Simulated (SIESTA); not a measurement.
The system is HfB.

```
CELL_PARAMETERS angstrom
0.00000 2.31000 2.31000
2.31000 0.00000 2.31000
2.31000 2.31000 0.00000
ATOMIC_POSITIONS crystal
Hf 0.50000 0.50000 0.50000
B 0.00000 0.00000 0.00000
```

| Quantity | Value |
| --- | --- |
| Program | SIESTA 5.4.2 |
| Task | relaxation of cell and atoms |
| Functional | PBEsol |
| Potentials or basis | PseudoDojo 0.4 standard (PBEsol files) |
| Basis | DZP (energy shift 0.003 Ry; two zetas on semicore shells) |
| Grid cutoff | 800 Ry |
| Energy shift | 0.003 Ry |
| k mesh | 8 × 8 × 8 |
| Occupations | fermi-dirac, width 0.05 eV |
| Spin | no spin polarisation |

At the start: pressure 25.8 GPa; volume 12.33 Å³/atom.

Task: How do energy, volume and symmetry change on relaxing?

Result: Over 4 steps the energy falls by 108.8 meV/atom and the volume is 13.81 Å³/atom (+12.1 %); space group Fm-3m (No. 225, to 0.05 Å).

Step by step:
```csv
step,energy change (eV),largest force (eV/Å),pressure (GPa),volume (Å³)
1,0.0000,0.0000,25.76,24.65
2,-0.1342,0.0000,14.92,25.72
3,-0.2170,0.0000,1.29,27.45
4,-0.2177,0.0000,0.06,27.63
```

Final structure:
```
Hf B
1.0
     0.00001    2.39940    2.39940
     2.39940    0.00001    2.39940
     2.39940    2.39940    0.00001
Hf B
1 1
Direct
  0.50000 0.50000 0.50000
  0.00000 0.00000 0.00000
```

Caveat: short orbitals over semicore shells can move pressures by several GPa; the basis of atomic orbitals isn't converged, which shifts pressures, moduli and gaps.
